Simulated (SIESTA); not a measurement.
HfMoC2:

```
Hf Mo C
1.0
     3.19142    0.00000    0.00000
     0.00000    3.19142    0.00000
     0.00000    0.00000    4.48516
Hf Mo C
1 1 2
Direct
  0.00000 0.00000 0.00000
  0.50000 0.50000 0.50000
  0.50000 0.50000 0.00000
  0.00000 0.00000 0.50000
```

The cell comes from a database or a generator and needn't be the stable form of this composition.

Base run:

| Quantity | Value |
| --- | --- |
| Program | SIESTA 5.4.2 |
| Functional | PBE |
| Potentials or basis | PseudoDojo 0.4 standard (PBE files) |
| Basis | DZP (energy shift 0.003 Ry; two zetas on semicore shells) |
| Grid cutoff | 800 Ry |
| Energy shift | 0.003 Ry |
| k mesh | 8 × 8 × 6 |
| Occupations | fermi-dirac, width 0.05 eV |
| Spin | no spin polarisation |

Its results: band gap on the k mesh none (metal or under the smearing width); pressure 3.1 GPa.

Question: The run is repeated on the same cell with these changes: functional from PBE to LDA; potentials or basis from PseudoDojo 0.4 standard (PBE files) to PseudoDojo 0.4 standard (LDA files). What comes out?

Answer: Band gap on the k mesh none (metal or under the smearing width); pressure -10.5 GPa.

Caveats: short orbitals over semicore shells can move pressures by several GPa; the basis of atomic orbitals isn't converged, which shifts pressures, moduli and gaps.

Not every run made on this cell is shown here.
